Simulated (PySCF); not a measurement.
# F5Ni ([NiF5]3-): the cost of one run

Programs: PySCF 2.14.0, with routines of our own; each step states its level. All values are computed. Atoms count from 0.

### 1 The starting structure

6 atoms, charge -3, states of the metal's open shell are computed; geometry from: model start, shaken.

### 2 Geometry optimisation at PBE0-D3(BJ)/def2-TZVP

Job settings and geometry (Å):

```
{"job": {"xc": "PBE0", "basis": "def2-TZVP", "d3": "d3bj", "grid": 1, "maxiter": 45, "solvent": "water", "kind": "geom"}, "charge": -3, "metal": "Ni", "open_shell": "d8"}
Ni     0.000020     0.004480    -0.004110
F     -0.013360    -0.006820     1.915130
F      0.000900     0.020100    -1.937380
F      1.920690     0.007350     0.005350
F     -0.963420     1.657470    -0.000440
F     -0.954570    -1.691590    -0.006860
```

On the command line:

```
> OMP_NUM_THREADS=1 python lf_run.py task.json out
```

The driver reads the jobs from task.json and runs them one after another.

Q: Estimate the wall time and peak memory of this first job on 1 thread of AMD EPYC 9R14, shared host.

About 12 min, with a peak of 1.4 GiB.
